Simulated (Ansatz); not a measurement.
CH5ClO3Si, SMILES CO[Si](O)(O)Cl, a single point in a Gaussian basis

With Ansatz 0.2.0, Python API.

Notebook, run cell by cell (the value of a cell's last expression is shown):

```python
from pathlib import Path

import ansatz as az
```

```python
BASIS = "def2-SVPD"

geometry_ang = [
    ("C", [-0.62619, 1.30281, 1.13408]),
    ("O", [0.17841, 0.19149, 0.83335]),
    ("Si", [0.36355, -0.56611, -0.57617]),
    ("O", [1.3955, -1.78679, -0.34232]),
    ("O", [-1.0451, -1.16489, -1.09447]),
    ("Cl", [1.09098, 0.72068, -1.96297]),
    ("H", [-0.3771, 2.14445, 0.48509]),
    ("H", [-0.43521, 1.57106, 2.17271]),
    ("H", [-1.67985, 1.05333, 1.0054]),
    ("H", [2.20769, -1.6524, 0.13832]),
    ("H", [-1.07269, -1.81365, -1.79302]),
]
mol = az.Crystal.molecule()
for symbol, xyz in geometry_ang:
    mol = mol.atom(symbol, xyz)
```

```python
calc = mol.calculation()
calc = calc.basis(gaussian=BASIS)
calc = calc.functional(az.LibraryFunctional("PBE0-DH"))
calc = calc.orbitals()
print(calc.to_yaml())
out = calc.run(threads=1, pin="off", runs_dir="ch5clo3si_runs")
r = out.report

r["converged"], r["free_energy_ev"]
```

    crystal:
      periodic: [false, false, false]
      atoms:
        - { symbol: C, position_ang: [-0.62619, 1.30281, 1.13408] }
        - { symbol: O, position_ang: [0.17841, 0.19149, 0.83335] }
        - { symbol: Si, position_ang: [0.36355, -0.56611, -0.57617] }
        - { symbol: O, position_ang: [1.3955, -1.78679, -0.34232] }
        - { symbol: O, position_ang: [-1.0451, -1.16489, -1.09447] }
        - { symbol: Cl, position_ang: [1.09098, 0.72068, -1.96297] }
        - { symbol: H, position_ang: [-0.3771, 2.14445, 0.48509] }
        - { symbol: H, position_ang: [-0.43521, 1.57106, 2.17271] }
        - { symbol: H, position_ang: [-1.67985, 1.05333, 1.0054] }
        - { symbol: H, position_ang: [2.20769, -1.6524, 0.13832] }
        - { symbol: H, position_ang: [-1.07269, -1.81365, -1.79302] }
    basis:
      gaussian:
        orbitals: def2-SVPD
    hamiltonian:
      xc:
        name: PBE0-DH
    output:
      orbitals: {}
    (True, -27636.8536376865)

```python
r["mean_field"]["state"]["spin_squared"]
```

    -6.394884621840902e-14

```python
print("reference energy %16.6f eV" % r["reference_energy_ev"])
print("total energy     %16.6f eV" % r["free_energy_ev"])
print("occupied orbitals outside the frozen core (up, down):", r["n_occupied"], " frozen:", r["n_frozen"], " virtual:", r["n_virtual"])

state = r["mean_field"]["state"]
print(f"mean field: {state['energy']['hartree']:.7f} Ha, <S^2> = {abs(state['spin_squared']):.4f}, stability: {state.get('stability', {}).get('kind')}")
```

    reference energy    -27632.798490 eV
    total energy        -27636.853638 eV
    occupied orbitals outside the frozen core (up, down): [19, 19]  frozen: 14  virtual: [147, 147]
    mean field: -1015.4866143 Ha, <S^2> = 0.0000, stability: minimum

```python
lines = Path(r["orbitals_path"]).read_text().splitlines()
field_of = lambda key: [line.split("=")[1].strip() for line in lines if line.startswith(key)]
orbitals = [(27.211386 * float(e), s, float(n)) for e, s, n in zip(field_of("Ene="), field_of("Spin="), field_of("Occup="))]
homo = max(e for e, _, n in orbitals if n > 0.5)
lumo = min(e for e, _, n in orbitals if n < 0.5)
for e, spin, n in sorted(orbitals):
    if homo - 10 < e < lumo + 5:
        print(f"{spin:6s} {e:10.3f} eV  occupation {n:.0f}")
```

    Alpha     -18.449 eV  occupation 2
    Alpha     -17.132 eV  occupation 2
    Alpha     -16.086 eV  occupation 2
    Alpha     -14.949 eV  occupation 2
    Alpha     -14.685 eV  occupation 2
    Alpha     -14.053 eV  occupation 2
    Alpha     -12.940 eV  occupation 2
    Alpha     -12.394 eV  occupation 2
    Alpha     -11.950 eV  occupation 2
    Alpha     -11.820 eV  occupation 2
    Alpha     -11.011 eV  occupation 2
    Alpha     -10.811 eV  occupation 2
    Alpha     -10.517 eV  occupation 2
    Alpha     -10.184 eV  occupation 2
    Alpha       0.601 eV  occupation 0
    Alpha       1.553 eV  occupation 0
    Alpha       1.698 eV  occupation 0
    Alpha       2.104 eV  occupation 0
    Alpha       2.752 eV  occupation 0
    Alpha       2.934 eV  occupation 0
    Alpha       2.946 eV  occupation 0
    Alpha       3.161 eV  occupation 0
    Alpha       3.326 eV  occupation 0
    Alpha       3.646 eV  occupation 0
    Alpha       3.792 eV  occupation 0
    Alpha       4.043 eV  occupation 0
    Alpha       4.232 eV  occupation 0
    Alpha       4.464 eV  occupation 0
    Alpha       4.628 eV  occupation 0
    Alpha       4.818 eV  occupation 0
    Alpha       4.933 eV  occupation 0
    Alpha       5.201 eV  occupation 0
    Alpha       5.531 eV  occupation 0

Notes:
- Total energies depend on the basis set; only differences at equal settings carry meaning.
- The geometry is a force-field or estimated start, not a minimum of this method, and the basis set is short of its limit.
- Alpha marks a spatial orbital of a restricted run, filled by both spins.
- Levels such as HOMO and LUMO are orbital energies: with these approximate functionals they aren't the ionisation energy and electron affinity, and their gap isn't the fundamental gap.
- For a double hybrid the total adds scaled second-order correlation to the self-consistent reference.
- The whole script took 18 s on 1 thread of Arm Neoverse V1 (shared host), peak memory 0.56 GiB.
